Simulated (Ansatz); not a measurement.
# Al (Aluminum): the cost of one run

Program: Ansatz 0.2.0. Level of theory: DFT PBEsol, all-electron LAPW, scalar-relativistic unless said. These are calculated values, not measurements.

### 1 The starting structure

Symmetry: Fm-3m, No. 225, cubic system. Conventional cell: a = 4.015 Å, b = 4.015 Å, c = 4.015 Å, α = 90.00°, β = 90.00°, γ = 90.00°. Around Al (site symmetry m-3m) lie 12 Al at 2.84 Å.

Coordinates:

```xyz
1
Lattice="0.0000 2.0074 2.0074 2.0074 0.0000 2.0074 2.0074 2.0074 0.0000" Properties=species:S:1:pos:R:3 pbc="T T T"
Al    0.0000    0.0000    0.0000
```

Cartesian axes are those of the input's lattice vectors. The structure goes back to a database entry.

### 2 Reference run, LAPW

File input.yaml:

```yaml
crystal:
  lattice:
    - [0.0, 2.00743567756, 2.00743567756]
    - [2.00743567756, 0.0, 2.00743567756]
    - [2.00743567756, 2.00743567756, 0.0]
  atoms:
    - { symbol: Al, position: [0.0, 0.0, 0.0] }
kpoints:
  mp_grid: { grid: [20, 20, 20] }
scf:
  occupations: { method: fermi_dirac, width: 0.05 }
hamiltonian:
  xc: pbesol
  pseudopotentials: { kind: all_electron, lapw: { basis_error: 0.0005 } }
phonons:
  qmesh: [4, 4, 4]
  qpath:
    path:
      - [0.0, 0.0, 0.0]
      - [0.5, 0.0, 0.5]
      - [0.625, 0.25, 0.625]
      - [0.375, 0.375, 0.75]
      - [0.0, 0.0, 0.0]
      - [0.5, 0.5, 0.5]
      - [0.5, 0.25, 0.75]
      - [0.5, 0.0, 0.5]
    npoints: 6
  temperatures: { t_min: 0, t_max: 1000, t_step: 100 }
```

Command:

```console
$ ansatz run input.yaml --threads 2 --pin off --max-ram 10240MiB --backend cpu --events-out ev --progress --plain --runs-dir out
```

**Question.** How long does this run take on 2 threads of Intel Xeon Platinum 8488C (Sapphire Rapids), shared host, and how much memory does it need?

About 14 min, with a peak of 3 GiB.
